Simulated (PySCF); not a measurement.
# Ge2H6O2 (SMILES [OH][GeH2][GeH2][OH]) at M06-L/6-31G(d) (spherical functions)

What is the vertical ionisation energy of Ge2H6O2 at M06-L/6-31G* (spherical functions)? The job is set up through a Python script.

The calculation is run with PySCF 2.14.0.

4 further runs of the same task are left out: 4 set aside as unsound or not needed.

### Step 1. Starting point

The species is Ge2H6O2 (10 atoms), meant as a singlet with charge 0. As SMILES, `[OH][GeH2][GeH2][OH]`. The shape is that of a PBE0-D4/def2-TZVP optimisation. This is one conformer, not always the lowest.

Bond lengths: O1–Ge2 1.791 Å, Ge2–Ge3 2.444 Å, Ge3–O4 1.791 Å, O1–H5 0.960 Å, Ge2–H6 1.534 Å, Ge2–H7 1.547 Å, Ge3–H8 1.534 Å, Ge3–H9 1.547 Å, O4–H10 0.960 Å. Some angles: O1–Ge2–Ge3 109.9°, Ge2–Ge3–O4 109.9°, O1–Ge2–H6 103.9°, O1–Ge2–H7 109.4°, Ge3–Ge2–H6 113.2°, Ge3–Ge2–H7 110.2°, Ge2–O1–H5 112.5°, Ge2–Ge3–H8 113.2°, Ge2–Ge3–H9 110.2°, O4–Ge3–H8 103.9°.

### Step 2. A single-point energy at M06-L/6-31G(d) (spherical functions)

The input, input.py:

```python
from pyscf import gto, dft

mol = gto.M(
    atom=[
    ('O', (-0.309300, 2.455000, -0.006400)),
    ('Ge', (0.600700, 0.984100, 0.456700)),
    ('Ge', (-0.721500, -1.006400, -0.054200)),
    ('O', (0.308500, -2.466700, 0.057800)),
    ('H', (-0.425000, 2.532100, -0.955900)),
    ('H', (0.860000, 1.168500, 1.957800)),
    ('H', (1.943500, 0.946400, -0.311300)),
    ('H', (-1.840500, -1.265700, 0.963100)),
    ('H', (-1.315400, -0.903200, -1.479200)),
    ('H', (0.981900, -2.495100, -0.625400)),
],
    basis='6-31g*',
    max_memory=1860,
    verbose=3,
)

calc0 = dft.RKS(mol)
calc0.xc = 'm06-l'
calc0.grids.level = 5
calc0.conv_tol = 1e-10
calc0.kernel()
if not calc0.converged:
    calc0 = calc0.newton().run(calc0.mo_coeff, calc0.mo_occ)

etot = calc0.e_tot
print('Final energy', etot)
```

The run is started by

```console
$ OMP_NUM_THREADS=1 python input.py
```

Standard output:

```text
converged SCF energy = -4307.37011706834
Final energy -4307.3701170683435
```

It took 68 s on 1 thread of Arm Neoverse V1, shared host; peak memory 0.58 GiB.

### Step 3. The doublet cation at the same level

The input, job.py:

```python
from pyscf import gto, dft

system = gto.M(
    atom='''
O       -0.309300       2.455000      -0.006400
Ge       0.600700       0.984100       0.456700
Ge      -0.721500      -1.006400      -0.054200
O        0.308500      -2.466700       0.057800
H       -0.425000       2.532100      -0.955900
H        0.860000       1.168500       1.957800
H        1.943500       0.946400      -0.311300
H       -1.840500      -1.265700       0.963100
H       -1.315400      -0.903200      -1.479200
H        0.981900      -2.495100      -0.625400
''',
    verbose=3,
    basis='6-31g*',
    spin=1,
    charge=1,
    max_memory=1860,
)

mf = dft.UKS(system)
mf.xc = 'm06-l'
mf.grids.level = 5
mf.conv_tol = 1e-10
mf.kernel()
if not mf.converged:
    mf = mf.newton().run(mf.mo_coeff, mf.mo_occ)

etot = mf.e_tot
print('Final energy', etot)
```

The run is started by

```console
$ OMP_NUM_THREADS=1 python job.py
```

Standard output:

```text
WARN: HOMO -0.276734294346639 >= LUMO -0.276734294346633

converged SCF energy = -4307.04229857249  <S^2> = 0.75398087  2S+1 = 2.0039769
Final energy -4307.042298572491
```

It took 2.6 min on 1 thread of Arm Neoverse V1, shared host; peak memory 0.6 GiB.

### Step 4. Outcome

At M06-L/6-31G* (spherical functions):

| quantity | value |
| --- | --- |
| singlet Ge2H6O2: total energy | -4307.37012 Eh |
| singlet Ge2H6O2: dipole moment | 2.34 D |
| singlet Ge2H6O2: HOMO energy | -6.09 eV |
| singlet Ge2H6O2: LUMO energy | -0.80 eV |
| singlet Ge2H6O2: HOMO–LUMO gap | 5.30 eV |
| doublet cation: total energy | -4307.04230 Eh |
| doublet cation: HOMO energy (highest over α and β) | -12.68 eV |
| doublet cation: LUMO energy (lowest over α and β) | -11.72 eV |
| doublet cation: ⟨S²⟩ | 0.754 |
| vertical ionisation energy (to the doublet cation) | 8.920 eV |

**Reading.** Removing an electron at fixed nuclei costs 8.92 eV (206 kcal/mol). The negative HOMO energy of the first species, 6.09 eV, lies 2.83 eV below that difference. Mulliken charges (singlet Ge2H6O2) run from -0.77 on O1 to +0.43 on H5.
